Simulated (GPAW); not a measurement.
Input of a GPAW 26.7.0 run:

run.py

```python
from ase import Atoms
from ase.dft.bandgap import bandgap
from ase.io import write
from ase.units import Bohr, GPa
from gpaw import GPAW, PW
from gpaw.elf import elf_from_dft_calculation

atoms = Atoms(['La', 'Ge', 'Fe'],
              cell=[[4.2318077991, 0.0, 0.0],
                    [-2.1159038996, 3.664853058, 0.0],
                    [0.0, 0.0, 4.285784]],
              scaled_positions=[[0.0, 0.0, 0.0],
                                [0.6666666667, 0.3333333333, 0.5],
                                [0.3333333333, 0.6666666667, 0.5]],
              pbc=True)
atoms.set_initial_magnetic_moments([0.0, 0.0, 3.0])

calc = GPAW(mode=PW(800),
            xc='PBE',
            kpts={'size': (7, 7, 6), 'gamma': True},
            occupations={'name': 'fermi-dirac', 'width': 0.05},
            nbands=27,
            convergence={'density': 1e-05, 'energy': 1e-05},
            maxiter=150,
            txt='gpaw.txt')
atoms.calc = calc
energy = atoms.get_potential_energy()
forces = atoms.get_forces()
stress = atoms.get_stress()
calc.write('gs.gpw')
write('result.traj', atoms)
print(f'Energy: {energy:.6f} eV')
print('Forces (eV/A):')
print(forces.round(4))
print('Stress (GPa):', (stress / GPa).round(3))
print('Moments:', calc.get_magnetic_moments().round(3))
print('Fermi level:', round(calc.get_fermi_level(), 4), 'eV')
print(f'Gap: {bandgap(calc)[0]:.4f} eV, direct: {bandgap(calc, direct=True)[0]:.4f} eV')

# fields on the real-space grid
write('density.cube', atoms, data=calc.get_pseudo_density() * Bohr**3)
write('potential.cube', atoms, data=calc.get_electrostatic_potential())
write('spin.cube', atoms, data=(calc.get_pseudo_density(spin=0) - calc.get_pseudo_density(spin=1)) * Bohr**3)
write('elf.cube', atoms, data=elf_from_dft_calculation(calc).data)
```

Potentials or basis: GPAW PAW data sets (gpaw-data 1.2.1), pw.

Command:

```bash
$ OMP_NUM_THREADS=1 python run.py
```

Question: What does it give for the band gap on the k mesh?

Answer: None (metal or under the smearing width).

Question: Predict the pressure.

Answer: -0.1 GPa.

Stress tensor (GPa, compression positive):
```
 0.01  0.00  0.00
 0.00  0.01  0.00
 0.00  0.00 -0.34
```

Caveat: one-centre terms of the f shell are cut off. Spin-orbit coupling is left out, which matters for the levels of La.
